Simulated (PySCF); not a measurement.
# AlBr2H4N: the cost of one run

Programs: PySCF 2.14.0, with density-fitted response routines of our own. Each step states its level of theory. These are calculated values for one molecule in the gas phase, unless marked as measured. Atoms count from 0, in the outputs and in this text.

### 1 Starting geometry

8 atoms, charge 0, multiplicity 1; geometry from: GFN2-xTB. The atoms were then displaced at random by about 0.01 Å, so the start is not that level's minimum.

Bonds of the start (Å): N0–Al1 2.08, Al1–Br2 2.27, Al1–Br3 2.27, N0–H4 1.04, N0–H5 1.00, N0–H6 1.03, Al1–H7 1.52.

### 2 Geometry optimisation at PBE0-D3(BJ)/def2-SVP

The job: settings as JSON, then the geometry in Å.

```
{"job": {"xc": "PBE0", "basis": "def2-SVP", "d3": "d3bj", "grid": 1, "shake": 0.01, "kind": "geom"}, "charge": 0, "multiplicity": 1}
N     -1.017460    -0.053990    -0.034620
Al     1.055190     0.022930     0.167670
Br     1.433770     2.021180    -0.839330
Br     1.608870    -1.951290    -0.806450
H     -1.461480     0.789210     0.379220
H     -1.438790    -0.845840     0.413460
H     -1.325770    -0.050610    -1.017260
H      1.200810     0.049270     1.684840
```

On the command line:

```
> OMP_NUM_THREADS=1 python probes_run.py task.json out
```

The driver reads the jobs from task.json and runs them one after another.

**Question.** How long does this first job take on 1 thread of Arm Neoverse V2, shared host, and how much memory does it need?

About 43 s, with a peak of 0.48 GiB.
